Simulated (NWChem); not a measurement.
# ZrHSCl3 (SMILES [SH][Zr]([Cl])([Cl])[Cl]): levels of theory compared

Aim: a comparison of 3 runs (HF/STO-3G, HF/3-21G, BP86/STO-3G) of ZrHSCl3. 

The results are computed with NWChem 7.3.0.

## 1. The molecule

ZrHSCl3 has 6 atoms, charge 0, and is taken as a singlet. As SMILES, `[SH][Zr]([Cl])([Cl])[Cl]`. The shape is that of a PBE0-D4/def2-TZVP optimisation.

Bond lengths: S1–Zr2 2.411 Å, Zr2–Cl3 2.316 Å, Zr2–Cl4 2.324 Å, Zr2–Cl5 2.324 Å, S1–H6 1.350 Å. Angles: S1–Zr2–Cl3 106.0°, S1–Zr2–Cl4 108.9°, S1–Zr2–Cl5 108.9°, Cl3–Zr2–Cl4 112.3°, Cl3–Zr2–Cl5 112.3°, Cl4–Zr2–Cl5 108.4°, Zr2–S1–H6 90.0°.

## 2. Energy and gradient at HF/STO-3G (run 1)

Input file nw.xyz:

```xyz
6
Cl3HSZr hf
S     -1.764400     0.868400    -0.029200
Zr     0.503300     0.052400     0.049100
Cl     1.829800     1.899000     0.490400
Cl     0.662300    -1.565900     1.709100
Cl     1.018400    -0.934900    -1.990300
H     -2.207300    -0.382900    -0.275200
```

Input file nw.nw:

```
start nw
title "Cl3HSZr hf"
memory total 2200 mb

geometry units angstroms noautosym nocenter noautoz
load nw.xyz
end

basis spherical bse
* library STO-3G
end

scf
singlet
rhf
thresh 1e-08
maxiter 80
end

task scf gradient
```

Launch:

```sh
nwchem nw.nw > nw.out
```

Output:

```text
[...]
  functions       =    64
[...]
  wavefunction    = RHF
[...]
         Total SCF energy =  -5261.164327517312
      One-electron energy =  -9005.662791226085
      Two-electron energy =   2885.442334273454
 Nuclear repulsion energy =    859.056129435319
        Time for solution =     15.5s
[...]
                         RHF ENERGY GRADIENTS
    atom               coordinates                        gradient
                 x          y          z           x          y          z
   1 S      -3.334233   1.641038  -0.055180   -0.023047   0.018971   0.000952
   2 Zr      0.951099   0.099022   0.092786    0.026123  -0.010882   0.000596
   3 Cl      3.457821   3.588590   0.926722   -0.002022  -0.001740  -0.000491
   4 Cl      1.251566  -2.959122   3.229731    0.000169   0.001260  -0.001529
   5 Cl      1.924497  -1.766705  -3.761122   -0.000160   0.000716   0.001921
   6 H      -4.171192  -0.723576  -0.520053   -0.001064  -0.008326  -0.001449
[...]
```

Run time: 23 s. Hardware: 1 thread of AMD EPYC 7R13 (Zen 3), shared host; peak memory 0.093 GiB.

## 3. Energy and forces at HF/3-21G (run 2)

Input file cl3hszr.nw:

```
start cl3hszr
title "Cl3HSZr"
memory total 2200 mb

geometry units angstrom noautosym nocenter noautoz
  S    -1.764400    0.868400   -0.029200
  Zr    0.503300    0.052400    0.049100
  Cl    1.829800    1.899000    0.490400
  Cl    0.662300   -1.565900    1.709100
  Cl    1.018400   -0.934900   -1.990300
  H    -2.207300   -0.382900   -0.275200
end

basis "ao basis" spherical bse
  * library 3-21G
end

scf
  thresh 1e-08
  maxiter 80
end

task scf gradient
```

Launch:

```sh
nwchem cl3hszr.nw > cl3hszr.out
```

Output:

```text
[...]
  functions       =    90
[...]
  wavefunction    = RHF
[...]
         Total SCF energy =  -5290.367525986199
      One-electron energy =  -9022.217457234286
      Two-electron energy =   2872.793801812767
 Nuclear repulsion energy =    859.056129435319
        Time for solution =     20.0s
[...]
                         RHF ENERGY GRADIENTS
    atom               coordinates                        gradient
                 x          y          z           x          y          z
   1 S      -3.334233   1.641038  -0.055180    0.010158  -0.006232  -0.000076
   2 Zr      0.951099   0.099022   0.092786    0.001706  -0.007416  -0.001112
   3 Cl      3.457821   3.588590   0.926722   -0.014092  -0.018980  -0.004580
   4 Cl      1.251566  -2.959122   3.229731   -0.001281   0.017620  -0.018172
   5 Cl      1.924497  -1.766705  -3.761122   -0.005188   0.010727   0.022414
   6 H      -4.171192  -0.723576  -0.520053    0.008697   0.004282   0.001525
[...]
```

Run time: 28 s. Hardware: 1 thread of AMD EPYC 7R13 (Zen 3), shared host; peak memory 0.097 GiB.

## 4. Energy and forces at BP86/STO-3G (run 3)

Input file nw.nw:

```
start nw
title "Cl3HSZr gradient"
memory stack 880 mb heap 220 mb global 1100 mb
geometry noautosym nocenter noautoz
   S     -1.764400     0.868400    -0.029200
   Zr     0.503300     0.052400     0.049100
   Cl     1.829800     1.899000     0.490400
   Cl     0.662300    -1.565900     1.709100
   Cl     1.018400    -0.934900    -1.990300
   H     -2.207300    -0.382900    -0.275200
end
basis spherical bse
   * library STO-3G
end
dft
   xc becke88 perdew86
   grid xfine
   convergence energy 1e-08
   maxiter 100
   mulliken
   print low
end
task dft gradient
```

Launch:

```sh
nwchem nw.nw > nw.out
```

Output:

```text
[...]
 d= 0,ls=0.0,diis     1  -5265.3049266138 -6.12D+03  8.49D-02  1.25D+00     2.7
[...]
 d= 0,ls=0.0,diis    12  -5265.6023493013 -5.73D-11  3.30D-07  1.35D-10    20.8
         Total DFT energy =    -5265.602349301274
      One electron energy =    -9007.412927049843
           Coulomb energy =     3106.529775381639
    Exchange-Corr. energy =     -223.775327068389
 Nuclear repulsion energy =      859.056129435319
[...]
      Total Density - Mulliken Population Analysis
     ---------------------------------------------
    Atom       Charge   Shell Charges
 -----------   ------   -------------------------------------------------------
    1 S   16    15.89   2.00  2.00  5.95  1.90  4.04
    2 Zr  40    39.54   2.00  2.00  6.00  2.00  5.97  2.03  5.77  0.47  0.88  9.94  2.49
    3 Cl  17    17.19   2.00  2.00  5.98  2.01  5.20
    4 Cl  17    17.20   2.00  2.00  5.98  2.01  5.21
    5 Cl  17    17.20   2.00  2.00  5.98  2.01  5.21
    6 H    1     0.97   0.97
[...]
                         DFT ENERGY GRADIENTS
    atom               coordinates                        gradient
                 x          y          z           x          y          z
   1 S      -3.334233   1.641038  -0.055180   -0.028761  -0.007783  -0.003955
   2 Zr      0.951099   0.099022   0.092786    0.021001  -0.008458   0.000486
   3 Cl      3.457821   3.588590   0.926722    0.000633   0.000480   0.000148
   4 Cl      1.251566  -2.959122   3.229731    0.000748  -0.000555   0.000855
   5 Cl      1.924497  -1.766705  -3.761122    0.000906  -0.000235  -0.000764
   6 H      -4.171192  -0.723576  -0.520053    0.005474   0.016551   0.003231
 Task  times  cpu:       26.7s     wall:       26.7s
 Total times  cpu:       26.8s     wall:       26.8s
```

It took 28 s on 1 thread of AMD EPYC 7R13 (Zen 3), shared host; peak memory 0.13 GiB.

## 5. The series

| run | level | iteration cap | module | energy (Eh) | dipole moment (D) | HOMO energy (eV) | LUMO energy (eV) | wall time |
| --- | --- | --- | --- | --- | --- | --- | --- | --- |
| 1 | HF/STO-3G | 80 | scf | -5261.164328 | 1.94 | -8.59 | 3.60 | 23 s |
| 2 | HF/3-21G | 80 | scf | -5290.367526 | 1.22 | -11.67 | -0.74 | 28 s |
| 3 | BP86/STO-3G | 100 | dft | -5265.602349 | – | – | – | 28 s |

## 6. Outcome

| quantity | value |
| --- | --- |
| run 3: total energy | -5265.60235 Eh |
| run 3: largest force on an atom | 1.546 eV/Å |

What this shows: In runs 1, 3 the basis is minimal, so the values are rough. In runs 1, 2, 3 relativity is left out where basis or elements ask for it. All runs together took 79 s, the longest 28 s.
